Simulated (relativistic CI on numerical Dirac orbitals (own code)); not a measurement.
# Cr⁵⁺ (3d) in crystal fields: levels and magnetism

How does a crystal field split the 3d shell of Cr⁵⁺, and what follows for the ground state and χT? 6 fields tried.

Program: relativistic CI on numerical Dirac orbitals (own code) version 1. Level of theory: Dirac-Coulomb-Breit CI, KLI orbitals optimised for each configuration, model QED (radiative potential, 1s self-energy scaled to tabulated hydrogen-like ionisation energies), one configuration in a parametric crystal field. These are calculated values, not measurements, unless marked.

## (1) The atom as given

| Item | Value |
| --- | --- |
| ion | Cr⁵⁺ (Cr VI) |
| nuclear charge | 24 |
| electrons | 19 |
| open shell | 3d |
| Slater scale | 1 |
| field 1 (cm⁻¹) | D4h, 10Dq = 34050, Ds = 2640, Dt = -240 |
| field 2 (cm⁻¹) | D4h, 10Dq = 27800, Ds = 970, Dt = -300 |
| field 3 (cm⁻¹) | Td, 10Dq = -20600 |
| field 4 (cm⁻¹) | Td, 10Dq = -12700 |
| field 5 (cm⁻¹) | Td, 10Dq = -17750 |
| field 6 (cm⁻¹) | Td, 10Dq = -20150 |

The outer shells:

[Ar] 3d1
```
[Ar] core
3d [↑ ][  ][  ][  ][  ]
```

## (2) Field 1: D4h, 10Dq = 34050, Ds = 2640, Dt = -240

The run's settings:

```ini
atom Cr  Z=24  charge=5  electrons=19
nucleus A=52  rms_radius_fm=3.6452
hamiltonian dirac-coulomb  breit=on  qed=on  c_scale=1
orbitals kli  potential=per-configuration
slater_scale 1
correlation none
mixing on
configurations
  [Ar] 3d
end
crystal_field D4h 10Dq=34050 Ds=2640 Dt=-240
```

## (3) Field 2: D4h, 10Dq = 27800, Ds = 970, Dt = -300

Changes to the settings of step 2:

```diff
@@ -10,2 +10,2 @@
 end
-crystal_field D4h 10Dq=34050 Ds=2640 Dt=-240
+crystal_field D4h 10Dq=27800 Ds=970 Dt=-300
```

## (4) Field 3: Td, 10Dq = -20600

Changes to the settings of step 3:

```diff
@@ -10,2 +10,2 @@
 end
-crystal_field D4h 10Dq=27800 Ds=970 Dt=-300
+crystal_field Td 10Dq=-20600
```

## (5) Field 4: Td, 10Dq = -12700

Changes to the settings of step 4:

```diff
@@ -10,2 +10,2 @@
 end
-crystal_field Td 10Dq=-20600
+crystal_field Td 10Dq=-12700
```

## (6) Field 5: Td, 10Dq = -17750

Changes to the settings of step 5:

```diff
@@ -10,2 +10,2 @@
 end
-crystal_field Td 10Dq=-12700
+crystal_field Td 10Dq=-17750
```

## (7) Field 6: Td, 10Dq = -20150

Changes to the settings of step 6:

```diff
@@ -10,2 +10,2 @@
 end
-crystal_field Td 10Dq=-17750
+crystal_field Td 10Dq=-20150
```

(Steps that only read results are left out.)

**Question.** What will these runs give? Wanted: ground spin; ground doublet.

The runs gave:

| field | ground state | degeneracy | S | J | first gap (cm⁻¹) | stabilisation (cm⁻¹) | χT at 2 K | χT at 300 K |
| --- | --- | --- | --- | --- | --- | --- | --- | --- |
| 1: D4h | G6 | 2 | 0.50 | 1.94 | 358 | -16865 | 0.002 | 0.275 |
| 2: D4h | G6 | 2 | 0.50 | 1.93 | 350 | -12935 | 0.002 | 0.276 |
| 3: Td | G8 | 4 | 0.50 | 2.13 | 20439 | -11828 | 0.350 | 0.365 |
| 4: Td | G8 | 4 | 0.50 | 2.11 | 12551 | -7094 | 0.335 | 0.359 |
| 5: Td | G8 | 4 | 0.50 | 2.12 | 17592 | -10120 | 0.346 | 0.364 |
| 6: Td | G8 | 4 | 0.50 | 2.13 | 19989 | -11558 | 0.350 | 0.365 |

χT is in cm³ K/mol; stabilisation counts from the free ion's lowest level; S and J come from the expectation values of their squares.

| quantity | value |
| --- | --- |
| ground spin (effective S from ⟨S²⟩) | 1: 0.50, 2: 0.50, 3: 0.50, 4: 0.50, 5: 0.50, 6: 0.50 |
| χT at 300 K | 0.27 to 0.37 cm³ K/mol |
| ground doublet | field 1, g = 0.00, 0.06, 0.06 |

All fields leave the ground state at S = 1/2. The field is a set of parameters, without covalency or charge transfer.
